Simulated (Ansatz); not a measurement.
# H4O3SeTi: small, medium and large basis sets

How large a basis does H4O3SeTi need? Two functionals are run in growing sets.

The runs use Ansatz 0.2.0, Gaussian basis; one geometry, several basis sets.

Plan: PBE0-D4/def2-SVP; ωB97M-V/def2-SVP; PBE0-D4/def2-QZVPP; ωB97M-V/def2-QZVPP; the functionals' def2-TZVPP values are taken from earlier runs.

## (1) The geometry

All runs share one geometry, relaxed beforehand with PBE0-D4 in a triple-zeta def2 set.

9 atoms, charge 0, spin multiplicity 1.

Atoms are counted from 1 here; the program's logs count them from 0.

Bond lengths: O1–Ti2 1.791 Å, O1–H6 0.958 Å, Ti2–O3 1.785 Å, Ti2–O4 1.782 Å, Ti2–Se5 2.451 Å, O3–H7 0.958 Å, O4–H8 0.957 Å, Se5–H9 1.472 Å. Angles: Ti2–O1–H6 130.8°, O1–Ti2–O3 111.5°, O1–Ti2–O4 110.2°, O1–Ti2–Se5 110.6°, O3–Ti2–O4 112.3°, O3–Ti2–Se5 104.2°, O4–Ti2–Se5 107.8°, Ti2–O3–H7 132.5°, Ti2–O4–H8 136.3°, Ti2–Se5–H9 91.1°.

## (2) PBE0-D4 in def2-SVP

Input file in.yaml:

```yaml
crystal:
  periodic: [false, false, false]
  atoms:
    - {symbol: O, position_ang: [-0.225133, 1.196671, -1.418167]}
    - {symbol: Ti, position_ang: [0.259223, 0.038521, -0.141137]}
    - {symbol: O, position_ang: [2.025198, -0.224538, -0.131074]}
    - {symbol: O, position_ang: [-0.650841, -1.483472, -0.311962]}
    - {symbol: Se, position_ang: [-0.223114, 0.952537, 2.081129]}
    - {symbol: H, position_ang: [-0.963933, 1.183777, -2.028506]}
    - {symbol: H, position_ang: [2.562304, -1.005249, 0.011544]}
    - {symbol: H, position_ang: [-1.128332, -2.073079, 0.271527]}
    - {symbol: H, position_ang: [-1.566970, 1.368631, 1.649546]}
basis:
  gaussian: {orbitals: def2-SVP}
hamiltonian: {xc: pbe0, dispersion: d4}
output: {orbitals: {seedname: orbitals}}
```

Launch:

```
$ ansatz run in.yaml --threads 4 --pin off --events-out ev --progress --plain --max-ram 11315MiB
```

Further steps of the session: ωB97M-V in def2-SVP; PBE0-D4 in def2-QZVPP; ωB97M-V in def2-QZVPP.

**Question.** What will the summary of the whole plan be? Wanted: PBE0-D4: double and triple zeta above quadruple; ωB97M-V: double and triple zeta above quadruple.

The runs gave:

| quantity | value |
| --- | --- |
| PBE0-D4: double and triple zeta above quadruple | 21.09, 2.16 eV |
| ωB97M-V: double and triple zeta above quadruple | 21.13, 2.07 eV |

**Reading.** PBE0-D4 gains 18.93 eV from double to triple zeta, then 2.16 eV more. These are total energies; as a rule much of such shifts cancels in differences, which this series doesn't test.
